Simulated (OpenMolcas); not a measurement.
**Tc⁵⁺ with 5 ligands (bromide): CASSCF and CASPT2 levels and susceptibility**

Which state of Tc⁵⁺ lies lowest among these ligands, how large is the field, and what χT follows?

Program: OpenMolcas 26.06. Level of theory: state-averaged CASSCF and CASPT2, spin-orbit coupling by RASSI with atomic mean-field integrals. These are calculated values, not measurements, unless marked.

### 1 The atom as given

* Species: Tc⁵⁺ (technetium, Z = 43, 38 electrons)
* Basis: ANO-RCC-VTZP [7s6p4d2f1g], 194 functions with the ligands
* Scalar Hamiltonian: DKH2, point nucleus
* Inactive shells: 1s 2s 2p 3s 3p 3d 4s 4p of the metal, and all ligand shells
* Active space: 2 electrons in 5 orbitals (4d)
* Some configurations of this space: 4d²
* Orbitals: optimised for each spin and parity, averaged over all roots

Outer shells as boxes (Hund's rule):

4d2
```
4d [↑ ][↑ ][  ][  ][  ]
```

Tc⁵⁺ is taken with 5 ligands (bromide, chloride on the axis) in square pyramid coordination (C4v) at 2.49 Å, the axial distance 2.343 Å. Ligand basis ANO-RCC-VDZP. The distances are assumed, not relaxed.

```xyz
6

Tc    0.0000    0.0000    0.0000
Br    2.4900    0.0000    0.0000
Br    0.0000    2.4900    0.0000
Br   -2.4900    0.0000    0.0000
Br    0.0000   -2.4900    0.0000
Cl    0.0000    0.0000    2.3431
```

The work runs as a chain of OpenMolcas steps in one folder; each step below is one input file. Labels, J, g values, rates, χT and fits are worked out afterwards by a script from the matrices that RASSI stores.

### 2 GATEWAY and SEWARD: basis and integrals

Input file a.inp:

```
&GATEWAY
Coord
6

Tc 0.0 0.0 0.0
Br 2.490000 0.000000 0.000000
Br 0.000000 2.490000 0.000000
Br -2.490000 0.000000 0.000000
Br 0.000000 -2.490000 0.000000
Cl 0.000000 0.000000 2.343090
Basis=Tc.ANO-RCC-VTZP,Br.ANO-RCC-VDZP,Cl.ANO-RCC-VDZP
Group=NoSym
NoMove
AngMom=0.0 0.0 0.0
AMFI
RICD
&SEWARD
```

Run with:

```bash
$ OMP_NUM_THREADS=1 MOLCAS_MEM=2457 MOLCAS_PROJECT=a pymolcas a.inp > a.log
```

### 3 CASSCF: triplets, 10 roots

Input file a.inp:

```
&RASSCF
FileOrb=start.orb
Symmetry=1
Spin=3
nActEl=2 0 0
Inactive=99
Ras2=5
CIRoot=10 10 1
SDav=10
CIMx=300
Iter=150 100
PrWF=0.3
OrbListing=Nothing
MaxOrb=0
LevShft=1.0
>>> COPY $Project.JobIph JOB001
```

start.orb holds start orbitals that the driver prepared beforehand, or those of the step before.

### 4 CASSCF: singlets, 15 roots

Input file a.inp:

```
&RASSCF
FileOrb=start.orb
Symmetry=1
Spin=1
nActEl=2 0 0
Inactive=99
Ras2=5
CIRoot=15 15 1
SDav=15
CIMx=300
Iter=150 100
PrWF=0.3
OrbListing=Nothing
MaxOrb=0
LevShft=1.0
>>> COPY $Project.JobIph JOB002
```

### 5 State interaction with spin-orbit coupling

Input file a.inp:

```
&RASSI
NrOfJobIphs=2 10 15
1 2 3 4 5 6 7 8 9 10
1 2 3 4 5 6 7 8 9 10 11 12 13 14 15
IphNames
JOB001
JOB002
EJob
SpinOrbit
DIPRint=1.0
SOCoupling=1000.0
Subsets=2
Property=9
'ANGMOM' 1 'ANGMOM' 2 'ANGMOM' 3 'MLTPL  1' 1 'MLTPL  1' 2 'MLTPL  1' 3
'AMFI' 1 'AMFI' 2 'AMFI' 3
SOProperty=3
'ANGMOM' 1 'ANGMOM' 2 'ANGMOM' 3
```

### 6 CASPT2: IPEA 0.25, imaginary shift 0.1 (56 orbitals frozen, the lowest in energy)

Input file a.inp:

```
>>> COPY JOB001 $Project.JobIph
&CASPT2
Multistate=10 1 2 3 4 5 6 7 8 9 10
NoMult
Frozen=56
IPEA=0.25
Imaginary=0.1
MaxIter=60
WThr=0.0 0.3 0.05
PrWF=0.5
NoMix
>>> COPY JOB002 $Project.JobIph
&CASPT2
Multistate=15 1 2 3 4 5 6 7 8 9 10 11 12 13 14 15
NoMult
Frozen=56
IPEA=0.25
Imaginary=0.1
MaxIter=60
WThr=0.0 0.3 0.05
PrWF=0.5
NoMix
```

(Steps that only read results are left out.)

Before running it: what results should come out? Wanted: spin-free ground state; first state of the same spin within the active space; lowest level; next level.

As calculated:

```
                                            quantity                                                                                 value
                                              method  SS-CASPT2, IPEA 0.25, imaginary shift 0.1 (56 orbitals frozen, the lowest in energy)
                              spin-free ground state                                                   triplet, 1-fold in its orbital part
first state of the same spin within the active space                                                                   triplet at 243 cm⁻¹
                                        lowest level                                                                                1-fold
                                          next level                                                                            109.5 cm⁻¹
                                         χT at 300 K                                                                        0.35 cm³ K/mol
                           effective moment at 300 K                                                                               1.66 μB
```

Cost by method:

| method | time of its own steps | time with the reference |
| --- | --- | --- |
| A. CASSCF | 4.7 min | 4.7 min |
| B. SS-CASPT2, IPEA 0.25, imaginary shift 0.1 (56 orbitals frozen, the lowest in energy) | 16 min | 21 min |

Times are of one thread on a shared host.

What this shows: The spin-free ground state (triplet) is 1-fold and keeps the highest spin of the shell. χT at 300 K is 0.35, against 1.00 cm³ K/mol for the spin alone, so spin-orbit coupling lowers it. The frozen orbitals are chosen by energy, so an outer shell of the metal can be frozen while a deeper shell elsewhere is correlated. The bonds are covalent and no ligand orbital is active, so the numbers are rough.
